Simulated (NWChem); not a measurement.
# ZrHSF3 (SMILES [F][Zr]([F])([F])[SH]) at M06-HF-D3(0)/6-311+G(d,p)/LANL2DZ (core potential, COSMO-KS ethyl acetate)

What is the energy change on altering one bond length of ZrHSF3 at M06-HF-D3(0)/6-311+G**/LANL2DZ (core potential, COSMO-KS ethyl acetate)? 

The results are computed with NWChem 7.3.0.

## Step 1: The structure to begin with

ZrHSF3 has 6 atoms, charge 0, and is taken as a singlet. As SMILES, `[F][Zr]([F])([F])[SH]`. The shape is that of a PBE0-D4/def2-TZVP optimisation.

Bond lengths: F1–Zr2 1.889 Å, Zr2–F3 1.892 Å, Zr2–F4 1.892 Å, Zr2–S5 2.441 Å, S5–H6 1.348 Å. Angles: F1–Zr2–F3 111.5°, F1–Zr2–F4 111.8°, F1–Zr2–S5 107.1°, F3–Zr2–F4 107.2°, F3–Zr2–S5 109.6°, F4–Zr2–S5 109.5°, Zr2–S5–H6 91.1°.

## Step 2: Energy and one-electron properties at M06-HF-D3(0)/6-311+G(d,p)/LANL2DZ (core potential, COSMO-KS ethyl acetate)

Contents of f3hszr.nw:

```
start f3hszr
memory total 2200 mb

geometry noautoz
F       -0.330200      -1.837100       1.351100
Zr       0.161600      -0.549000       0.060600
F        2.027700      -0.235300       0.067900
F       -0.308300      -1.093700      -1.689500
S       -1.019000       1.513800       0.617700
H       -0.489900       2.137500      -0.454000
end

basis spherical bse
* library 6-311+G** except Zr
Zr library LANL2DZ
end

ecp bse
Zr library LANL2DZ
end

cosmo
solvent etoac
do_cosmo_ks true
end

dft
xc m06-hf
disp vdw 3
grid medium
direct
iterations 100
print low
end

property
efieldgrad
mulliken
efield
moldenfile
molden_norm janpa
end

task dft property
```

Run with:

```bash
$ nwchem f3hszr.nw > f3hszr.out
```

What it wrote, cut to the lines that bear on the results:

```text
[...]
 d= 0,ls=0.0,diis     1   -744.7092015679 -9.95D+02  2.04D-02  3.94D+00     2.9
[...]
 d= 0,ls=0.0,diis     8   -745.0323877895 -1.27D-08  5.55D-07  2.18D-09    46.3
         Total DFT energy =     -745.032387789504
      One electron energy =    -1544.956180712318
           Coulomb energy =      613.186147525213
    Exchange-Corr. energy =      -63.113626260489
 Nuclear repulsion energy =      250.781747810485
    Dispersion correction =       -0.000139622287
[...]
```

It took 47 s on 1 thread of Intel Xeon 6975P-C (Granite Rapids), shared host; peak memory 0.13 GiB.

## Step 3: The distorted shape, same level

Contents of struct.nw:

```
start struct
title "F3HSZr"
memory 2200 mb

geometry noautoz
   F    -0.143590   -1.805730    1.351830
   Zr    0.348210   -0.517630    0.061330
   F     2.027700   -0.235300    0.067900
   F    -0.121690   -1.062330   -1.688770
   S    -0.832390    1.545170    0.618430
   H    -0.303290    2.168870   -0.453270
end

basis spherical bse
   F library 6-311+G**
   Zr library LANL2DZ
   S library 6-311+G**
   H library 6-311+G**
end

ecp bse
   Zr library LANL2DZ
end

cosmo
   solvent etoac
   do_cosmo_ks true
end

dft
   xc m06-hf
   disp vdw 3
   grid medium
   direct
   maxiter 100
end

property
   efieldgrad
   mulliken
   efield
   moldenfile
   molden_norm janpa
end

task dft property
```

Run with:

```bash
$ nwchem struct.nw > struct.out
```

What it wrote, cut to the lines that bear on the results:

```text
[...]
          Wavefunction type:  closed shell.
          No. of atoms     :     6
          No. of electrons :    56
[...]
          Charge           :     0
          Spin multiplicity:     1
[...]
          AO basis - number of functions:   124
[...]
              XC Information
              --------------
                       M06-HF Method XC Functional
                     Hartree-Fock (Exact) Exchange  1.000
                        M06-HF Exchange Functional  1.000
                      M06-HF Correlation Potential  1.000
[...]
 d= 0,ls=0.0,diis     1   -744.7012651149 -1.00D+03  1.92D-02  3.82D+00     2.8
[...]
 d= 0,ls=0.0,diis     8   -744.9977689010 -5.48D-09  5.30D-07  7.14D-09    51.2
         Total DFT energy =     -744.997768900995
      One electron energy =    -1556.327617436563
           Coulomb energy =      618.910906220882
    Exchange-Corr. energy =      -63.203013832138
 Nuclear repulsion energy =      256.516903743031
    Dispersion correction =       -0.000130108746
[...]
```

Run time: 52 s. Hardware: 1 thread of Intel Xeon 6975P-C (Granite Rapids), shared host; peak memory 0.13 GiB.

## Step 4: Summary of results

Level: M06-HF-D3(0)/6-311+G**/LANL2DZ (core potential, COSMO-KS ethyl acetate).

```
                                                          quantity          value
                                         first shape: total energy  -745.03239 Eh
                                    first shape: dispersion energy   -0.37 kJ/mol
                           first shape: solvent term in the energy   -54.8 kJ/mol
                                     distorted shape: total energy  -744.99777 Eh
                                    distorted shape: dipole moment         2.14 D
                                      distorted shape: HOMO energy      -10.96 eV
                                      distorted shape: LUMO energy       -0.06 eV
                                    distorted shape: HOMO–LUMO gap       10.89 eV
                                distorted shape: dispersion energy   -0.34 kJ/mol
                       distorted shape: solvent term in the energy   -51.1 kJ/mol
energy change with the Zr2–F3 bond shortened from 1.892 to 1.703 Å       0.942 eV
```

With the Zr2–F3 bond shortened from 1.892 to 1.703 Å the energy rises by 0.94 eV (90.9 kJ/mol). The first shape isn't relaxed at this level, so the change isn't measured from a minimum.
